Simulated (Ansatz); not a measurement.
**CBrO− (SMILES [Br-].[C-]#[O+]): Born-Oppenheimer dynamics**

Aim: follow the atoms for 80 steps of 0.5 fs at constant energy, with velocities drawn for 700 K.

Computed with Ansatz 0.2.0, Gaussian basis. Level: PBE0-D4/def2-SVPD.

## Step 1: The starting structure

The start, a pair relaxed at PBE0-D4: 3 atoms, charge -1, spin multiplicity 1.

Atoms are counted from 1 here; the program's logs count them from 0.

Bond lengths: C2–O3 1.131 Å.

As a file:

```
Br    0.0316   -0.0133   -2.2048
C     0.4664   -0.1966    0.8879
O    -0.4981    0.2100    1.3168
```

## Step 2: The run

md/in.yaml reads:

```yaml
crystal:
  periodic: [false, false, false]
  atoms:
    - {symbol: Br, position_ang: [0.031621, -0.013326, -2.204772]}
    - {symbol: C, position_ang: [0.466444, -0.196644, 0.887863]}
    - {symbol: O, position_ang: [-0.498064, 0.209971, 1.316809]}
basis:
  gaussian: {orbitals: def2-SVPD}
total_charge: -1
hamiltonian: {xc: pbe0, dispersion: d4}
md: {n_steps: 80, timestep: 0.5, temperature: 700, ensemble: nve, seed: 620, initial_velocities: maxwell_boltzmann}
```

On the command line:

```bash
$ ansatz run in.yaml --threads 2 --pin off --events-out ev --progress --plain --max-ram 5222MiB
```

Before running it: what results should come out? Wanted: temperature at the start; mean temperature, second half; lowest and highest potential energy, from the first frame; largest change of potential + kinetic.

As calculated:

| quantity | value |
| --- | --- |
| length | 80 steps, 40.0 fs |
| temperature at the start | 700 K |
| mean temperature, second half | 416 K |
| lowest and highest potential energy, from the first frame | -2 and 58 meV |
| largest change of potential + kinetic | 0.3 meV |

What this shows: With no thermostat the total energy should stay fixed; it holds within 0.3 meV, small beside the kinetic energy, so the time step serves. The temperature runs between 251 and 713 K. The molecule keeps its bonds.
